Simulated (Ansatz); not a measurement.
# C3H6AlNO: the cost of one run

Method: RKS r2SCANh/STO-3G, in Ansatz 0.2.0.

### Step 1. The starting structure

Bond lengths: N1–C2 1.441 Å, C2–Al3 1.963 Å, C2–C4 1.302 Å, C4–C5 1.496 Å, C5–O6 1.282 Å, N1–H7 1.085 Å, N1–H8 1.001 Å, Al3–H9 1.638 Å, Al3–H10 1.608 Å, C4–H11 1.136 Å, C5–H12 1.053 Å. Angles (14 of 15 angles, heavy atoms first): N1–C2–Al3 115.6°, N1–C2–C4 125.6°, Al3–C2–C4 118.7°, C2–C4–C5 125.8°, C4–C5–O6 120.1°, C2–N1–H7 119.3°, C2–N1–H8 124.8°, C2–Al3–H9 120.8°, C2–Al3–H10 120.8°, C2–C4–H11 120.0°, C5–C4–H11 113.4°, C4–C5–H12 121.4°, O6–C5–H12 118.2°, H7–N1–H8 115.8°.

Structure file:

```xyz
12

N     0.7623   -0.3076   -1.3465
C     0.2091   -0.2833   -0.0159
Al    0.8344   -1.7018    1.1876
C    -0.5982    0.6247    0.4525
C    -1.2443    1.7154   -0.3420
O    -2.0699    2.5177    0.2210
H     0.4555    0.4467   -2.0636
H     1.4399   -0.9691   -1.6717
H     0.3450   -1.7516    2.7498
H     1.9216   -2.7802    0.6957
H    -1.0100    0.5289    1.5071
H    -0.9685    1.9050   -1.3400
```

### Step 2. Relaxing the start

input.yaml

```yaml
crystal:
  periodic: [false, false, false]
  atoms:
    - { symbol: "N", position_ang: [0.7623, -0.3076, -1.3465] }
    - { symbol: C, position_ang: [0.2091, -0.2833, -0.0159] }
    - { symbol: Al, position_ang: [0.8344, -1.7018, 1.1876] }
    - { symbol: C, position_ang: [-0.5982, 0.6247, 0.4525] }
    - { symbol: C, position_ang: [-1.2443, 1.7154, -0.342] }
    - { symbol: O, position_ang: [-2.0699, 2.5177, 0.221] }
    - { symbol: H, position_ang: [0.4555, 0.4467, -2.0636] }
    - { symbol: H, position_ang: [1.4399, -0.9691, -1.6717] }
    - { symbol: H, position_ang: [0.345, -1.7516, 2.7498] }
    - { symbol: H, position_ang: [1.9216, -2.7802, 0.6957] }
    - { symbol: H, position_ang: [-1.01, 0.5289, 1.5071] }
    - { symbol: H, position_ang: [-0.9685, 1.905, -1.34] }
basis:
  gaussian: { orbitals: STO-3G }
hamiltonian:
  xc: r2scanh
relax:
  f_tol: 0.02
  max_steps: 40
scf:
  lower_state_search: "off"
output:
  orbitals: {}
```

On the command line:

```
ansatz run input.yaml --threads 1 --pin off --max-ram 2048MiB --backend cpu --events-out ev --progress --plain --runs-dir out
```

Q: Estimate wall time and peak memory on 1 thread of Intel Xeon 6975P-C (Granite Rapids), shared host.

About 19 s, with a peak of 0.16 GiB.
